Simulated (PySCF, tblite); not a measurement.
**C7H13B: geometry, infrared bands, NMR shifts, electronic excitations and core binding energies**

What infrared bands, NMR shifts, electronic excitations and core binding energies should C7H13B (`C=C1CC[C@H]1B(C)C`) show?

Programs: tblite 0.8.0 and PySCF 2.14.0, with density-fitted response routines of our own. Each step states its level of theory. These are calculated values for one molecule in the gas phase, unless marked as measured. Atoms count from 0, in the outputs and in this text.

## Step 1: The starting structure

21 atoms, charge 0, multiplicity 1; geometry from: force field or distance geometry start.

Bonds of the start (Å): C0–C1 1.32, C1–C2 1.50, C2–C3 1.51, C3–C4 1.53, C4–B5 1.58, B5–C6 1.61, B5–C7 1.60, C4–C1 1.50, C0–H8 1.08, C0–H9 1.11, C2–H10 1.09, C2–H11 1.10, C3–H12 1.08, C3–H13 1.11, C4–H14 1.08, C6–H15 1.09, C6–H16 1.12, C6–H17 1.10, C7–H18 1.11, C7–H19 1.10, C7–H20 1.12.

## Step 2: Geometry optimisation with GFN2-xTB

What the job is given:

```
{"job": {"kind": "relax", "xc": "GFN2-xTB", "basis": "xTB"}, "charge": 0, "multiplicity": 1}
C     -2.357300     1.100200     1.053000
C     -1.553800     0.277100     0.398000
C     -1.571100    -0.479600    -0.901700
C     -0.835600    -1.548600    -0.120600
C     -0.210100    -0.356100     0.615600
B      0.986300     0.305300    -0.179100
C      1.771600     1.557500     0.457500
C      1.960300    -0.707500    -0.954700
H     -2.108200     1.522600     2.020100
H     -3.340600     1.383500     0.617600
H     -0.960000    -0.026600    -1.687900
H     -2.597200    -0.772400    -1.185700
H     -0.161500    -2.175600    -0.682100
H     -1.529200    -2.117700     0.530500
H      0.049700    -0.583200     1.640000
H      1.738400     2.397900    -0.230200
H      2.845600     1.261700     0.604600
H      1.370800     1.817700     1.450300
H      1.657500    -0.754100    -2.026200
H      3.006000    -0.361700    -0.923900
H      1.829300    -1.723300    -0.495800
```

On the command line:

```
$ OMP_NUM_THREADS=1 python probes_run.py task.json out
```

The driver reads the jobs from task.json and runs them one after another.

**Question.** This job is followed by: GFN2-xTB harmonic vibrations, gas phase; PBE0-D3(BJ)/def2-SVP geometry optimisation, gas phase; GIAO PBE0/pcSseg-1 NMR shielding, non-relativistic, gas phase; TDDFT B3LYP/def2-SVPD, vertical, gas phase, core orbitals frozen in the response; GIAO CAM-B3LYP/pcSseg-1 NMR shielding, non-relativistic, gas phase; delta-SCF UKS SCAN, pcX-2 on the ionised atom, pcseg-1 elsewhere, spin-free X2C. Predict these results of the whole session: strongest single infrared mode (GFN2-xTB); zero-point energy (GFN2-xTB); point group; rotational constants (main isotopes); 13C shifts against TMS (PBE0/pcSseg-1, means over atoms taken as alike); 1H shifts against TMS (PBE0/pcSseg-1, means over atoms taken as alike); 11B shifts against BF3·OEt2 (PBE0/pcSseg-1); lowest singlet (B3LYP/def2-SVPD); lowest triplet; vertical ionisation energy (ΔSCF); C1s binding energies, SCAN/pcX-2 (standing for 6 of 7 atoms); range of the shift of C1.

The runs gave:

```
                                                               quantity                                                     value
                              strongest single infrared mode (GFN2-xTB)                                     1171 cm⁻¹, 142 km/mol
                                           zero-point energy (GFN2-xTB)                                            112.9 kcal/mol
                                                            point group                                                        C1
                                   rotational constants (main isotopes)                                      2.64, 1.73, 1.35 GHz
13C shifts against TMS (PBE0/pcSseg-1, means over atoms taken as alike)                  155.2, 117.8, 51.1, 32.2, 19.7, 11.8 ppm
 1H shifts against TMS (PBE0/pcSseg-1, means over atoms taken as alike)        5.22, 5.12, 3.25, 2.70, 2.70, 2.12, 1.88, 0.78 ppm
                            11B shifts against BF3·OEt2 (PBE0/pcSseg-1)                                                  72.3 ppm
                                       lowest singlet (B3LYP/def2-SVPD)                               5.35 eV (232 nm), f = 0.112
                                                         lowest triplet                                                   3.97 eV
                                      vertical ionisation energy (ΔSCF)                                                   8.72 eV
           C1s binding energies, SCAN/pcX-2 (standing for 6 of 7 atoms)  C2 290.43, C3 290.26, C6 289.77, C4 289.69, C0 289.58 eV
                                               range of the shift of C1                                        155.2 to 159.3 ppm
```

What this shows: The optimisation took 143 steps and gained 1.088 eV; among the close pairs (by a distance rule), C6–H16 changed most, from 1.124 to 1.088 Å (GFN2-xTB). The lowest mode is imaginary (29i cm⁻¹), so the xTB geometry is not a minimum. The strongest single mode, at 1171 cm⁻¹, is spread over many atoms; the largest shares are those of B5, H14. Unscaled tight-binding wavenumbers are off by several per cent, some by more. Its intensities can rank the bands wrongly. The optimisation took 21 steps and gained 0.321 eV; among the close pairs (by a distance rule), C7–H19 changed most, from 1.050 to 1.100 Å (PBE0/def2-SVP). The most deshielded carbon is C1 (fully substituted alkene carbon), at 155.2 ppm: as expected for a trigonal carbon in a double bond. At PBE0/pcSseg-1: The widest tensor belongs to C1: span 218 ppm, with a paramagnetic part of -234 ppm. The first singlet state (HOMO→LUMO 0.85) lies at 5.35 eV and is bright. The lowest triplet lies 1.38 eV below the lowest singlet (triplets in Tamm-Dancoff, singlets in full TDDFT). The orbital energy would give 6.70 eV for ionisation, ΔSCF gives 8.72 eV. The C1s levels kept as sound span 0.85 eV, from C0 (terminal =CH2 carbon) up to C2 (allylic sp3 CH2). Only 6 of the 7 C atoms are covered by sound results. In ppm, C1 moves most: its shift spreads over 4.1 ppm, from 155.2 (PBE0/pcSseg-1) to 159.3 (CAM-B3LYP/pcSseg-1).
